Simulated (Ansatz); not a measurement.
# CH5AlGeO: up Jacob's ladder to CCSD(T)

An exercise on one series of results from a longer session: the logs are not shown, and one member is left open.

Computed with Ansatz 0.2.0, Gaussian basis. Level: functionals in def2-TZVPP, the program's frozen cores in correlated methods.

Plan: PBE-D4, r2SCAN-D4, PBE0-D4, B3LYP-D4, ωB97X-V, ωB97M-V, B2PLYP; CCSD(T)/def2-TZVPP; MP2/def2-QZVPP; extrapolation to the limit.

## Structure used throughout

All runs share one geometry, relaxed beforehand with PBE0-D4 in a triple-zeta def2 set.

9 atoms, charge 0, spin multiplicity 1.

Atoms are counted from 1 here; the program's logs count them from 0.

Bond lengths: C1–O2 1.474 Å, C1–Al4 1.926 Å, C1–H5 1.090 Å, C1–H6 1.090 Å, O2–Ge3 1.928 Å, Ge3–Al4 2.387 Å, Ge3–H7 1.547 Å, Ge3–H8 1.543 Å, Al4–H9 1.579 Å. Angles: O2–C1–Al4 70.3°, O2–C1–H5 112.3°, O2–C1–H6 107.8°, Al4–C1–H5 126.2°, Al4–C1–H6 119.2°, H5–C1–H6 110.9°, C1–O2–Ge3 108.6°, O2–Ge3–Al4 53.7°, O2–Ge3–H7 105.1°, O2–Ge3–H8 102.1°, Al4–Ge3–H7 125.4°, Al4–Ge3–H8 125.3°, H7–Ge3–H8 107.2°, C1–Al4–Ge3 79.3°, C1–Al4–H9 135.8° and more.

The first run:

in.yaml reads:

```yaml
crystal:
  periodic: [false, false, false]
  atoms:
    - {symbol: C, position_ang: [0.012540, 1.253570, -0.382685]}
    - {symbol: O, position_ang: [-0.486766, -0.089386, -0.729721]}
    - {symbol: Ge, position_ang: [0.614765, -1.402300, 0.154163]}
    - {symbol: Al, position_ang: [-0.602610, 0.359366, 1.208483]}
    - {symbol: H, position_ang: [1.051585, 1.398512, -0.678039]}
    - {symbol: H, position_ang: [-0.635160, 1.984408, -0.866107]}
    - {symbol: H, position_ang: [2.010652, -1.261139, -0.496878]}
    - {symbol: H, position_ang: [0.008097, -2.726938, -0.352474]}
    - {symbol: H, position_ang: [-1.884602, 0.437707, 2.126259]}
basis:
  gaussian: {orbitals: def2-TZVPP}
hamiltonian: {xc: pbe, dispersion: d4}
output: {forces: true, orbitals: {seedname: orbitals}}
```

Run with:

```console
$ ansatz run in.yaml --threads 4 --pin off --events-out ev --progress --plain --max-ram 10444MiB
```

Steps of the session up to this table: PBE-D4 (GGA); r2SCAN-D4 (meta-GGA); PBE0-D4 (hybrid); B3LYP-D4 (hybrid); ωB97X-V (range-separated); ωB97M-V (range-separated); B2PLYP (double hybrid); CCSD(T) in def2-TZVPP; MP2 in def2-QZVPP.

One of the session's tables, all rows but one given; the rest of the session is left out.

```
            method  atomisation energy (kJ/mol)
            PBE-D4                            ?
         r2SCAN-D4                       2828.5
           PBE0-D4                       2785.1
          B3LYP-D4                       2783.9
           ωB97X-V                       2821.8
           ωB97M-V                       2802.4
            B2PLYP                       2761.7
     HF/def2-TZVPP                       1935.0
    MP2/def2-TZVPP                       2778.4
   CCSD/def2-TZVPP                       2690.1
CCSD(T)/def2-TZVPP                       2742.5
           MP2/CBS                       2852.7
       CCSD(T)/CBS                       2816.8
```

**Question.** Estimate the row for PBE-D4.

As computed: atomisation energy (kJ/mol): 2844.3. In the column «atomisation energy (kJ/mol)» it lies between r2SCAN-D4 (2828.5) and MP2/CBS (2852.7).

Among the levels timed on like hardware and quicker than the yardstick, those that no quicker one beats, quickest first: PBE-D4 (2.2 s, +27.5 kJ/mol); r2SCAN-D4 (4.4 s, +11.7 kJ/mol); ωB97X-V (7 s, +5.0 kJ/mol).

B2PLYP carry no dispersion term (for B3LYP, D4 adds 30.2 kJ/mol).
